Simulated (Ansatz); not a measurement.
# CH3Se: the cost of one run

Program: Ansatz 0.2.0. Level of theory: UHF/def2-SVP. These are calculated values, not measurements.

## Step 1: The starting structure

Bond lengths: C1–Se2 1.948 Å, C1–H3 1.086 Å, C1–H4 1.087 Å, C1–H5 1.086 Å. Angles: Se2–C1–H3 108.9°, Se2–C1–H4 108.9°, Se2–C1–H5 108.8°, H3–C1–H4 110.1°, H3–C1–H5 110.0°, H4–C1–H5 110.1°.

Structure file:

```xyz
5

C    -0.1199   -0.1077    0.0775
Se    1.1888    1.0638   -0.7660
H     0.1858   -1.1400   -0.0678
H    -0.1654    0.1223    1.1385
H    -1.0894    0.0616   -0.3822
```

## Step 2: End point A

Input file input.yaml:

```yaml
crystal:
  periodic: [false, false, false]
  atoms:
    - { symbol: C, position_ang: [-0.11987, -0.10767, 0.07753] }
    - { symbol: Se, position_ang: [1.18881, 1.06378, -0.76596] }
    - { symbol: H, position_ang: [0.18584, -1.13997, -0.06782] }
    - { symbol: H, position_ang: [-0.16537, 0.12227, 1.13847] }
    - { symbol: H, position_ang: [-1.0894, 0.06159, -0.38223] }
magnetization:
  spin_polarized: true
  initial_magnetization: 1
basis:
  gaussian: { orbitals: def2-SVP }
hamiltonian:
  xc: hf
relax:
  f_tol: 0.02
  max_steps: 50
output:
  orbitals: {}
```

Launch:

```
> ansatz run input.yaml --threads 1 --pin off --max-ram 2048MiB --backend cpu --events-out ev --progress --plain --runs-dir out
```

Q: Estimate wall time and peak memory on 1 thread of Arm Neoverse V2, shared host.

About 13 s, with a peak of 0.16 GiB.
